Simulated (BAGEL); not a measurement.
# CH4ClFSi (SMILES C[SiH](F)Cl) at HF/3-21G (density fitting with qzvpp-jkfit)

Aim: the energy change on altering one bond length of CH4ClFSi at HF/3-21G (density fitting with qzvpp-jkfit), from 2 runs. 

Program for the calculation: BAGEL 1.2.2.

4 further runs of the same task are left out: 2 that didn't finish, 2 set aside as unsound or not needed.

**1. The system as given**

CH4ClFSi has 8 atoms, charge 0, and is taken as a singlet. SMILES: `C[SiH](F)Cl`. The coordinates come from a PBE0-D4/def2-TZVP relaxation.

Bond lengths: C1–Si2 1.843 Å, Si2–F3 1.594 Å, Si2–Cl4 2.046 Å, C1–H5 1.093 Å, C1–H6 1.092 Å, C1–H7 1.092 Å, Si2–H8 1.477 Å. Some angles: C1–Si2–F3 109.4°, C1–Si2–Cl4 110.3°, F3–Si2–Cl4 107.6°, C1–Si2–H8 114.2°, F3–Si2–H8 107.4°, Cl4–Si2–H8 107.7°, Si2–C1–H5 110.3°, Si2–C1–H6 110.4°, Si2–C1–H7 110.5°, H5–C1–H6 108.5°.

**2. The energy at HF/3-21G (density fitting with qzvpp-jkfit)**

File input.json:

```json
{ "bagel": [

{
  "title": "molecule",
  "basis": "3-21g",
  "df_basis": "qzvpp-jkfit",
  "angstrom": "true",
  "geometry": [
    { "atom": "C", "xyz": [   -0.276700,    0.958300,    0.083800 ] },
    { "atom": "Si", "xyz": [    0.364000,   -0.761800,   -0.084200 ] },
    { "atom": "F", "xyz": [    0.846000,   -1.290000,    1.340200 ] },
    { "atom": "Cl", "xyz": [   -1.120000,   -2.010100,   -0.735500 ] },
    { "atom": "H", "xyz": [    0.509800,    1.621300,    0.453200 ] },
    { "atom": "H", "xyz": [   -0.620600,    1.332800,   -0.882900 ] },
    { "atom": "H", "xyz": [   -1.115000,    0.988300,    0.783200 ] },
    { "atom": "H", "xyz": [    1.504600,   -0.895900,   -1.013600 ] }
  ]
},
{
  "title": "hf",
  "charge": 0
},
{
  "title": "print",
  "file": "orbitals.molden",
  "orbitals": "true"
}

]}
```

Run with:

```console
$ BAGEL_NUM_THREADS=1 BAGEL input.json > input.out
```

Log:

```text
* using 1 threads per process

  ===============================================================
  ===============================================================

  *** Geometry ***

  { "atom" : "C", "xyz" : [     -0.522887,      1.810925,      0.158359 ] },
  { "atom" : "Si", "xyz" : [      0.687860,     -1.439593,     -0.159115 ] },
  { "atom" : "F", "xyz" : [      1.598708,     -2.437747,      2.532611 ] },
  { "atom" : "Cl", "xyz" : [     -2.116493,     -3.798538,     -1.389894 ] },
  { "atom" : "H", "xyz" : [      0.963382,      3.063813,      0.856424 ] },
  { "atom" : "H", "xyz" : [     -1.172764,      2.518627,     -1.668439 ] },
  { "atom" : "H", "xyz" : [     -2.107045,      1.867616,      1.480034 ] },
  { "atom" : "H", "xyz" : [      2.843282,     -1.693006,     -1.915426 ] },

  Number of auxiliary basis functions:      480

  Since a DF basis is specified, we compute 2- and 3-index integrals:
    o Being stored without compression. Storage requirement is 0.010 GB

  Number of basis functions:       52
  Number of electrons      :       50

    * METHOD: MOLECULE                             0.23

  *** RHF ***

  === Nuclear Repulsion ===
   224.3356438901

      * DIIS with orbital gradients will be used.

  === RHF iteration (3-21g) ===
      0       -883.57607541          0.02110310           0.05
      1       -883.66976219          0.01102915           0.05
      2       -883.69400471          0.00124051           0.04
      3       -883.69454314          0.00035499           0.05
      4       -883.69458974          0.00005883           0.05
      5       -883.69459172          0.00001451           0.05
      6       -883.69459186          0.00000519           0.05
      7       -883.69459188          0.00000111           0.06
      8       -883.69459188          0.00000041           0.05
      9       -883.69459188          0.00000012           0.05
     10       -883.69459188          0.00000003           0.05
     11       -883.69459188          0.00000001           0.05
     12       -883.69459188          0.00000000           0.05
    * SCF iteration converged.

    * Permanent dipole moment:
           (   -0.413032,    -1.202251,     0.252516) a.u.

    * METHOD: HF                                   0.84

    * METHOD: PRINT                                0.01

  ===============================================================
```

Wall time 1.3 s (1 thread of Intel Xeon Platinum 8375C at 2.90GHz (Ice Lake), shared host); peak memory 0.085 GiB.

**3. The distorted shape**

File calc.json:

```json
{ "bagel": [

{
  "title": "molecule",
  "basis": "3-21g",
  "df_basis": "qzvpp-jkfit",
  "angstrom": true,
  "geometry": [
    { "atom": "C", "xyz": [       0.465314,       1.582462,       0.409456 ] },
    { "atom": "Si", "xyz": [       1.106014,      -0.137638,       0.241456 ] },
    { "atom": "F", "xyz": [       1.588014,      -0.665838,       1.665856 ] },
    { "atom": "Cl", "xyz": [      -1.120000,      -2.010100,      -0.735500 ] },
    { "atom": "H", "xyz": [       1.251814,       2.245462,       0.778856 ] },
    { "atom": "H", "xyz": [       0.121414,       1.956962,      -0.557244 ] },
    { "atom": "H", "xyz": [      -0.372986,       1.612462,       1.108856 ] },
    { "atom": "H", "xyz": [       2.246614,      -0.271738,      -0.687944 ] }
  ]
},

{
  "title": "hf"
},

{
  "title": "print",
  "file": "orbitals.molden",
  "orbitals": true
}

]}
```

Run with:

```console
$ BAGEL_NUM_THREADS=1 BAGEL calc.json > calc.out
```

Log:

```text
* using 1 threads per process

  ===============================================================
  ===============================================================

  *** Geometry ***

  { "atom" : "C", "xyz" : [      0.879316,      2.990420,      0.773760 ] },
  { "atom" : "Si", "xyz" : [      2.090064,     -0.260098,      0.456286 ] },
  { "atom" : "F", "xyz" : [      3.000912,     -1.258251,      3.148012 ] },
  { "atom" : "Cl", "xyz" : [     -2.116493,     -3.798538,     -1.389894 ] },
  { "atom" : "H", "xyz" : [      2.365586,      4.243308,      1.471825 ] },
  { "atom" : "H", "xyz" : [      0.229439,      3.698122,     -1.053039 ] },
  { "atom" : "H", "xyz" : [     -0.704841,      3.047112,      2.095434 ] },
  { "atom" : "H", "xyz" : [      4.245485,     -0.513510,     -1.300026 ] },

  Number of auxiliary basis functions:      480

  Since a DF basis is specified, we compute 2- and 3-index integrals:
    o Being stored without compression. Storage requirement is 0.010 GB

  Number of basis functions:       52
  Number of electrons      :       50

    * METHOD: MOLECULE                             0.30

  *** RHF ***

  === Nuclear Repulsion ===
   191.4467819797

      * DIIS with orbital gradients will be used.

  === RHF iteration (3-21g) ===
      0       -883.44404473          0.02237455           0.06
      1       -883.57634478          0.01239851           0.06
      2       -883.61561270          0.00144794           0.05
      3       -883.61666892          0.00048084           0.05
      4       -883.61679512          0.00013167           0.05
      5       -883.61681369          0.00002973           0.06
      6       -883.61681479          0.00001058           0.05
      7       -883.61681488          0.00000380           0.05
      8       -883.61681489          0.00000075           0.05
      9       -883.61681489          0.00000028           0.05
     10       -883.61681489          0.00000012           0.06
     11       -883.61681489          0.00000004           0.05
     12       -883.61681489          0.00000002           0.06
     13       -883.61681489          0.00000001           0.05
    * SCF iteration converged.

    * Permanent dipole moment:
           (   -1.685947,    -2.420264,    -0.313332) a.u.

    * METHOD: HF                                   0.97

    * METHOD: PRINT                                0.01

  ===============================================================
```

It took 1.5 s on 1 thread of Intel Xeon Platinum 8375C at 2.90GHz (Ice Lake), shared host; peak memory 0.086 GiB.

**4. What came out**

Level: HF/3-21G (density fitting with qzvpp-jkfit).

```
                                                           quantity          value
                                          first shape: total energy  -883.69459 Eh
                                         first shape: dipole moment         3.29 D
                                           first shape: HOMO energy      -12.41 eV
                                           first shape: LUMO energy        4.55 eV
                                         first shape: HOMO–LUMO gap       16.96 eV
                                      distorted shape: total energy  -883.61681 Eh
                                     distorted shape: dipole moment         7.54 D
                                       distorted shape: HOMO energy      -10.58 eV
                                       distorted shape: LUMO energy       -0.47 eV
                                     distorted shape: HOMO–LUMO gap       10.11 eV
energy change with the Si2–Cl4 bond stretched from 2.046 to 3.069 Å       2.116 eV
```

What this shows: With the Si2–Cl4 bond stretched from 2.046 to 3.069 Å the energy rises by 2.12 eV (204 kJ/mol). The first shape isn't relaxed at this level, so the change isn't measured from a minimum. A restricted reference can't describe the breaking bond well at this length.
